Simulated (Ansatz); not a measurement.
# CH6IO: the cost of one run

The runs use Ansatz 0.2.0, Gaussian basis; PBE0-D4 structure, single points in def2-TZVPPD.

Levels: PBE-D4, revPBE-D4, BLYP-D4, r2SCAN-D4, B97M-V, PBE0-D4, B3LYP-D4, HSE06-D4, wB97X-V, wB97M-V, B2PLYP, Hartree-Fock, MP2, CCSD, CCSD(T). The reference is CCSD(T) extrapolated to the basis limit. For elements past Ar these valence bases correlate outer-core shells poorly, so that limit is rough.

Cores are frozen in the correlated methods. Filled d shells of the heavier atoms are correlated. Core potentials replace the inner electrons past krypton, and spin-orbit coupling is left out. B3LYP uses VWN-RPA correlation. B2PLYP carries no dispersion term here.

176 further runs of the same task are left out: 176 set aside as unsound or not needed.

## 1. Starting geometry

The pair, from a GFN2-xTB docking trial: 9 atoms, charge 1, spin multiplicity 1.

Atoms are counted from 1 here; the program's logs count them from 0.

Bond lengths: O1–H2 1.104 Å, O1–H3 0.977 Å, O1–H4 0.977 Å, C5–I6 2.152 Å, C5–H7 1.083 Å, C5–H8 1.083 Å, C5–H9 1.083 Å. Angles: H2–O1–H3 111.1°, H2–O1–H4 112.0°, H3–O1–H4 110.4°, I6–C5–H7 106.5°, I6–C5–H8 108.7°, I6–C5–H9 107.8°, H7–C5–H8 111.0°, H7–C5–H9 111.0°, H8–C5–H9 111.7°.

Coordinates:

```
O    -0.03180   -0.17970   -2.37180
H     0.11010    0.28080   -1.37870
H     0.56580    0.21920   -3.03380
H    -0.96010   -0.12370   -2.67220
C     0.02200   -0.20070    2.05510
I     0.40230    1.24500    0.50740
H    -0.33100    0.35590    2.91480
H    -0.73280   -0.89350    1.70500
H     0.95540   -0.70330    2.27430
```

Atoms 1 to 4 are fragment A (H₃O+), the rest fragment B (CH₃I).

## 2. A first relaxation in a small basis

File pre/in.yaml:

```yaml
crystal:
  periodic: [false, false, false]
  atoms:
    - {symbol: O, position_ang: [-0.031800, -0.179700, -2.371800]}
    - {symbol: H, position_ang: [0.110100, 0.280800, -1.378700]}
    - {symbol: H, position_ang: [0.565800, 0.219200, -3.033800]}
    - {symbol: H, position_ang: [-0.960100, -0.123700, -2.672200]}
    - {symbol: C, position_ang: [0.022000, -0.200700, 2.055100]}
    - {symbol: I, position_ang: [0.402300, 1.245000, 0.507400]}
    - {symbol: H, position_ang: [-0.331000, 0.355900, 2.914800]}
    - {symbol: H, position_ang: [-0.732800, -0.893500, 1.705000]}
    - {symbol: H, position_ang: [0.955400, -0.703300, 2.274300]}
basis:
  gaussian: {orbitals: def2-SVP}
total_charge: 1
hamiltonian: {xc: pbe, dispersion: d4}
relax: {f_tol: 0.03, max_steps: 250}
```

Run with:

```console
$ ansatz run in.yaml --threads 4 --pin off --events-out ev --progress --plain --max-ram 9574MiB
```

Q: Estimate wall time and peak memory on 4 threads of Intel Xeon Platinum 8259CL at 2.50GHz, shared host.

About 20 s, with a peak of 0.14 GiB.
